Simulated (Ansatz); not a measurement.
**Cl3H2SSi2 radical: up Jacob's ladder to CCSD(T)**

An exercise on one series of results from a longer session: the logs are not shown, and one member is left open.

Program: Ansatz 0.2.0, Gaussian basis. Level of theory: functionals in def2-TZVPP, the program's frozen cores in correlated methods. These are calculated values, not measurements.

Levels to be run: PBE-D4, r2SCAN-D4, PBE0-D4, B3LYP-D4, ωB97X-V, ωB97M-V, B2PLYP; CCSD(T)/def2-TZVPP; MP2/def2-QZVPP; extrapolation to the limit.

## Structure used throughout

An earlier PBE0-D4 in a triple-zeta def2 set relaxation fixed the geometry.

SMILES `Cl[SiH]S[SiH](Cl)Cl`, 8 atoms, charge 0, spin multiplicity 2.

Atoms are counted from 1 here; the program's logs count them from 0.

Bond lengths: Cl1–Si2 2.052 Å, Si2–S3 2.147 Å, Si2–H7 1.490 Å, S3–Si4 2.114 Å, Si4–Cl5 2.045 Å, Si4–Cl6 2.039 Å, Si4–H8 1.472 Å. Angles: Cl1–Si2–S3 106.9°, Cl1–Si2–H7 108.5°, S3–Si2–H7 110.0°, Si2–S3–Si4 98.5°, S3–Si4–Cl5 111.1°, S3–Si4–Cl6 111.9°, S3–Si4–H8 107.9°, Cl5–Si4–Cl6 107.8°, Cl5–Si4–H8 109.3°, Cl6–Si4–H8 108.8°.

Coordinates:

```xyz
8
Cl3H2SSi2
Cl   -2.7425    0.0664    2.3489
Si   -0.8823    0.3842    1.5438
S    -0.3908   -1.3648    0.4002
Si    0.9675   -0.4790   -0.9556
Cl    2.2522    0.7850    0.0111
Cl    0.0098    0.5917   -2.4023
H    -0.9506    1.5745    0.6503
H     1.7368   -1.5580   -1.5966
```

Set-up of the first run:

Input file in.yaml:

```yaml
crystal:
  periodic: [false, false, false]
  atoms:
    - {symbol: Cl, position_ang: [-2.742534, 0.066415, 2.348920]}
    - {symbol: Si, position_ang: [-0.882270, 0.384250, 1.543814]}
    - {symbol: S, position_ang: [-0.390829, -1.364833, 0.400241]}
    - {symbol: Si, position_ang: [0.967456, -0.479044, -0.955626]}
    - {symbol: Cl, position_ang: [2.252190, 0.785022, 0.011148]}
    - {symbol: Cl, position_ang: [0.009828, 0.591658, -2.402257]}
    - {symbol: H, position_ang: [-0.950650, 1.574523, 0.650315]}
    - {symbol: H, position_ang: [1.736800, -1.557990, -1.596566]}
basis:
  gaussian: {orbitals: def2-TZVPP}
magnetization: {spin_polarized: true, initial_magnetization: 1}
hamiltonian: {xc: pbe, dispersion: d4}
output: {forces: true, orbitals: {seedname: orbitals}}
```

Run with:

```
> ansatz run in.yaml --threads 2 --pin off --events-out ev --progress --plain --max-ram 31744MiB --backend cuda --devices 0, --max-vram 18GiB
```

Steps of the session up to this table: PBE-D4 (GGA); r2SCAN-D4 (meta-GGA); PBE0-D4 (hybrid); B3LYP-D4 (hybrid); ωB97X-V (range-separated); ωB97M-V (range-separated); B2PLYP (double hybrid); CCSD(T) in def2-TZVPP; MP2 in def2-QZVPP.

One table of the session follows, with a row left open; its other results are not shown here.

It belongs to the step «Atomisation energies». 

```
            method  atomisation energy (eV)
            PBE-D4                   25.864
         r2SCAN-D4                   25.868
           PBE0-D4                   25.574
          B3LYP-D4                   25.051
           ωB97X-V                   25.693
           ωB97M-V                   25.634
            B2PLYP                   24.691
     HF/def2-TZVPP                   18.558
    MP2/def2-TZVPP                   25.304
   CCSD/def2-TZVPP                        ?
CCSD(T)/def2-TZVPP                   24.358
           MP2/CBS                   26.375
       CCSD(T)/CBS                   25.429
```

**Question.** Estimate the row for CCSD/def2-TZVPP.

The run gave: atomisation energy (eV): 23.783. In the column «atomisation energy (eV)» it lies between HF/def2-TZVPP (18.558) and CCSD(T)/def2-TZVPP (24.358).
